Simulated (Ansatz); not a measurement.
**FH5SiSn: up Jacob's ladder to CCSD(T)**

How much do the methods differ for FH5SiSn? The plan is to run it at one geometry with functionals of several rungs and with coupled cluster. The yardstick is the atomisation energy at the CCSD(T) limit.

Computed with Ansatz 0.2.0, Gaussian basis. Level: functionals in def2-TZVPP, the program's frozen cores in correlated methods.

The runs, in order: LDA (SPW92), PBE-D4, revPBE-D4, BLYP-D4, r2SCAN-D4, B97M-V, PBE0-D4, B3LYP-D4, r2SCANh-D4, r2SCAN0-D4, HSE06-D4, BHLYP-D4, CAM-B3LYP-D4, LC-ωPBE, ωB97X-V, ωB97M-V, B2PLYP, PBE-QIDH; CCSD(T)/def2-SVP; CCSD(T)/def2-TZVPP; MP2/def2-QZVPP; extrapolation to the limit; RPA on PBE.

## Step 1: Structure used throughout

All runs share one geometry, relaxed beforehand with PBE0-D4 in a triple-zeta def2 set. Sn takes the def2 core potential; no spin-orbit term is included.

8 atoms, charge 0, spin multiplicity 1.

Atoms are counted from 1 here; the program's logs count them from 0.

Bond lengths: F1–Si2 1.607 Å, Si2–Sn3 2.568 Å, Si2–H4 1.486 Å, Si2–H5 1.486 Å, Sn3–H6 1.706 Å, Sn3–H7 1.706 Å, Sn3–H8 1.708 Å. Angles: F1–Si2–Sn3 109.3°, F1–Si2–H4 107.7°, F1–Si2–H5 107.7°, Sn3–Si2–H4 111.6°, Sn3–Si2–H5 111.6°, H4–Si2–H5 108.9°, Si2–Sn3–H6 110.9°, Si2–Sn3–H7 110.9°, Si2–Sn3–H8 109.5°, H6–Sn3–H7 108.7°, H6–Sn3–H8 108.4°, H7–Sn3–H8 108.4°.

## Step 2: LDA

This LDA is Slater exchange with PW92 correlation.

Input file in.yaml:

```yaml
crystal:
  periodic: [false, false, false]
  atoms:
    - {symbol: F, position_ang: [-2.233082, -0.243470, -0.726605]}
    - {symbol: Si, position_ang: [-0.780185, 0.402176, -0.959198]}
    - {symbol: Sn, position_ang: [0.804180, -0.385065, 0.901532]}
    - {symbol: H, position_ang: [-0.305298, -0.027815, -2.299822]}
    - {symbol: H, position_ang: [-0.937692, 1.879627, -0.955067]}
    - {symbol: H, position_ang: [0.239349, 0.110853, 2.432707]}
    - {symbol: H, position_ang: [0.951825, -2.084359, 0.896680]}
    - {symbol: H, position_ang: [2.353204, 0.290954, 0.653971]}
basis:
  gaussian: {orbitals: def2-TZVPP}
hamiltonian: {xc: lda}
output: {orbitals: {seedname: orbitals}}
```

Run with:

```
> ansatz run in.yaml --threads 2 --pin off --events-out ev --progress --plain --max-ram 4352MiB
```

The runs that follow: PBE-D4 (GGA); revPBE-D4 (GGA); BLYP-D4 (GGA); r2SCAN-D4 (meta-GGA); B97M-V (meta-GGA); PBE0-D4 (hybrid); B3LYP-D4 (hybrid); r2SCANh-D4 (hybrid); r2SCAN0-D4 (hybrid); HSE06-D4 (hybrid); BHLYP-D4 (hybrid); CAM-B3LYP-D4 (range-separated); LC-ωPBE (range-separated); ωB97X-V (range-separated); ωB97M-V (range-separated); B2PLYP (double hybrid); PBE-QIDH (double hybrid); CCSD(T) in def2-SVP; CCSD(T) in def2-TZVPP; MP2 in def2-QZVPP; RPA on PBE orbitals.

Q: Predict the results of all the runs planned. Wanted: atomisation energy, CCSD(T)/CBS; farthest beyond LDA; mean size of error, GGA; mean size of error, meta-GGA; mean size of error, hybrid; mean size of error, range-separated; mean size of error, double hybrid; gap, smallest and largest; T1 diagnostic.

The runs gave:

```
                               quantity                                      value
        atomisation energy, CCSD(T)/CBS                             537.2 kcal/mol
functionals within 5.4 kcal/mol (1.0 %)              B97M-V, CAM-B3LYP-D4, ωB97X-V
                    farthest beyond LDA                 revPBE-D4 (-23.6 kcal/mol)
                mean size of error, GGA                              16.5 kcal/mol
           mean size of error, meta-GGA                               5.0 kcal/mol
             mean size of error, hybrid                              13.3 kcal/mol
    mean size of error, range-separated                               5.4 kcal/mol
      mean size of error, double hybrid                              14.9 kcal/mol
              gap, smallest and largest  5.24 eV (LDA (SPW92)), 11.94 eV (LC-ωPBE)
                          T1 diagnostic                                     0.0131
triples share of the correlation energy                                      2.7 %
```

**Reading.** The LDA atomisation energy is off by 58.1 kcal/mol (11 %): it overbinds. PBE-D4 misses by -12.7 kcal/mol. Double hybrids carry the basis error of their MP2 part in triple zeta, and no dispersion term here, so their miss is partly the set-up's. By mean error the best rung here is meta-GGA (5.0 kcal/mol) and the worst beyond LDA is GGA (16.5 kcal/mol). The gap between the best rungs is small, so their order is not settled. The reference freezes the cores and leaves out spin-orbit coupling and excitations past (T), and its outer-core shells are covered unevenly, so misses under about 5.4 kcal/mol can't be ranked. All levels share the lack of spin-orbit coupling, which lowers the free heavy atoms and so the true binding. Hartree-Fock recovers 74 % of the binding; the rest is correlation. CCSD(T) in def2-SVP is off by -46.4 kcal/mol, more than most functionals: a good method in a small basis is no reference. The gap grows from 5.2 to 11.9 eV across the functionals, mostly with the share of exact exchange. Correlated methods include outer-core shells of Sn, which these sets cover unevenly.
